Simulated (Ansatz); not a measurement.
# AlTlGaBSb2P2: the cost of one run

Method: DFT PBEsol, scalar-relativistic, plane waves, PAW, in Ansatz 0.2.0.

## 1. The system as given

The cell holds 24 atoms (Al3B3Ga3P6Sb6Tl3): a = 7.871 Å, b = 7.871 Å, c = 9.640 Å, α = 90.00°, β = 90.00°, γ = 120.00°.

The sites of an ideal zinc blende lattice, at a guessed lattice constant, take 3 Ga, 3 Al, 3 Tl, 3 B; 6 Sb, 6 P (sublattices apart by semicolons), with a shake of 0.02 Å. Warren-Cowley parameters of the first shell (negative: unlike neighbours preferred): Al-B -0.11, Al-Ga +0.00, Al-Tl +0.00, B-Ga -0.11, B-Tl -0.11, Ga-Tl +0.00. In a cell this small the draw can fall short of the order aimed at.

The coordinates stand in the first input below.

## 2. Relaxation without symmetry, coarse mesh

Cell and atoms move without symmetry, on a coarse mesh with loose thresholds.

The input, input.yaml:

```yaml
crystal:
  lattice:
    - [-5.5656566, -5.5656566, 0.0]
    - [0.0, 5.5656566, 5.5656566]
    - [-5.5656566, 5.5656566, -5.5656566]
  atoms:
    - { symbol: B, position: [0.5000417249, 0.0022096069, 0.0011049944] }
    - { symbol: B, position: [0.8287669552, 0.1657530561, 0.66779228] }
    - { symbol: B, position: [0.668832242, 0.8374122779, 0.3372953035] }
    - { symbol: Al, position: [0.0035031344, 0.0007206878, 0.9996661453] }
    - { symbol: Al, position: [0.0001910461, 0.5021664985, 0.9996215108] }
    - { symbol: Al, position: [0.1689247655, 0.8357131437, 0.3322490346] }
    - { symbol: P, position: [0.8337763846, 0.1694048455, 0.9131569505] }
    - { symbol: P, position: [0.1682318073, 0.3388527709, 0.5829176712] }
    - { symbol: P, position: [0.5039964371, 0.5041030624, 0.24930364] }
    - { symbol: P, position: [0.3354885347, 0.6657757927, 0.9151771501] }
    - { symbol: P, position: [0.8328022183, 0.6634077908, 0.9127344529] }
    - { symbol: P, position: [0.1665665222, 0.8327984297, 0.5800475875] }
    - { symbol: Ga, position: [0.3342541346, 0.1624137112, 0.6661839005] }
    - { symbol: Ga, position: [0.6657830376, 0.3350854847, 0.3331995006] }
    - { symbol: Ga, position: [0.1694040427, 0.3359173088, 0.3323630908] }
    - { symbol: Sb, position: [0.3293682684, 0.1645976281, 0.9178721219] }
    - { symbol: Sb, position: [0.6670817145, 0.3334072448, 0.5779233246] }
    - { symbol: Sb, position: [0.0046650016, 0.4973624137, 0.246917118] }
    - { symbol: Sb, position: [0.6654995966, 0.8349636133, 0.5838718235] }
    - { symbol: Sb, position: [0.5010769963, 0.9995558853, 0.2477316775] }
    - { symbol: Sb, position: [0.001947554, 0.9979910921, 0.2500296611] }
    - { symbol: Tl, position: [0.4971771228, 0.500796589, 0.9992132212] }
    - { symbol: Tl, position: [0.8346338667, 0.6658384056, 0.6664724692] }
    - { symbol: Tl, position: [0.3355496002, 0.6733868357, 0.6660543436] }
  symmetry: { detect: false }
basis:
  ecutwfc: 420
kpoints:
  mp_grid: { grid: [2, 2, 2], shift: [0.5, 0.5, 0.5] }
hamiltonian:
  xc: pbesol
scf:
  occupations: { method: gaussian, width: 0.1 }
  lower_state_search: "off"
output:
  forces: true
  stress: true
  eigenvalues: true
relax:
  adjacent_minimum: "off"
  f_tol: 0.04
  max_steps: 50
  cell: { stress_tol: 0.3 }
```

The run is started by

```sh
$ ansatz run input.yaml --threads 4 --pin off --max-ram 9216MiB --backend cpu --events-out ev --progress --plain --runs-dir out
```

Q: Estimate wall time and peak memory on 4 threads of AMD EPYC 9R45 (Zen 5), shared host.

About 29 s, with a peak of 1.7 GiB.
